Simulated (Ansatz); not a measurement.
Predict the output of the script below (Ansatz's Python interface).

Input file `v3re.xyz`:
```text
4
Lattice="0.0 3.00144869 3.00144869 3.00144869 0.0 3.00144869 3.00144869 3.00144869 0.0" Properties=species:S:1:pos:R:3:initial_magmoms:R:1 pbc="T T T"
V     4.50217303    4.50217303    4.50217303  1.50
V     1.50072434    1.50072434    1.50072434  1.50
V     0.00000000    0.00000000    0.00000000  1.50
Re    3.00144869    3.00144869    3.00144869  0.00
```

`xc_v3re.py`:
```python
from dataclasses import dataclass
import warnings

import ansatz


@dataclass
class Settings:
    kmesh: tuple[int, ...] = (7, 7, 7)
    smearing: str = "Fermi-Dirac"
    smearing_width: float = 0.1


settings = Settings()

warnings.simplefilter("ignore", ansatz.DeckWarning)

xtal = ansatz.Crystal.from_extxyz("v3re.xyz")

calculation = (
    xtal.calculation()
    .basis(23 * ansatz.Ha)
    .kpoints(*settings.kmesh)
    .occupations(settings.smearing, width=settings.smearing_width)
    .spin("collinear")
)

rows = []
for value in ["r2scan", "lda", "pbesol"]:
    summary = calculation.functional(value).run(threads=1).report
    rows.append((value, summary["free_energy_ev"] / len(summary["lattice"]["sites"]), summary["n_iterations"], summary["magnetization_mub"], summary["n_kpoints"]))

print("  functional   F/atom (eV)    iterations  moment (muB)      k-points")
for row in rows:
    print(f"{str(row[0]):>12s}  {row[1]:12.5f}  {row[2]:12d}  {row[3]:12.3f}  {row[4]:12d}")
```

```console
$ python xc_v3re.py
RunWarning: the starting moments were not kept: the SCF closed with an absolute magnetisation of 3.1e-5 μB, where they sum to 4.5 μB in size (3 sites). That is at most 0.1 of that sum. Measured as [...]
  functional   F/atom (eV)    iterations  moment (muB)      k-points
      r2scan   -4908.32784            25         0.000            20
         lda   -4797.51907            12         0.000            20
      pbesol   -4848.56015            13        -0.000            20
```
(Warnings from the package without file and line, shortened, repeats left out.)

The SCF didn't keep the moments it started from (some shrank, vanished or turned); what is printed is the state reached. The mesh is modest for a metal, so energies can be off by several to tens of meV an atom and pressures by half a GPa or more; differences at equal mesh fare better. The overall sign of a collinear moment is arbitrary, and semilocal functionals can give small moments to compounds that are paramagnetic. Spin-orbit coupling, which matters for elements this heavy, is left out. r2SCAN tends to overestimate the moments of itinerant magnets. The structure comes from a database of computed cells and needn't be a stable or known phase. Total energies of different functionals can't be compared; pressures, moments and gaps at this one structure can. The script silences the warnings on its input, which a real study should read. Timing: 66 s on 1 thread of Arm Neoverse V1, on a shared host, peak memory 0.69 GiB.
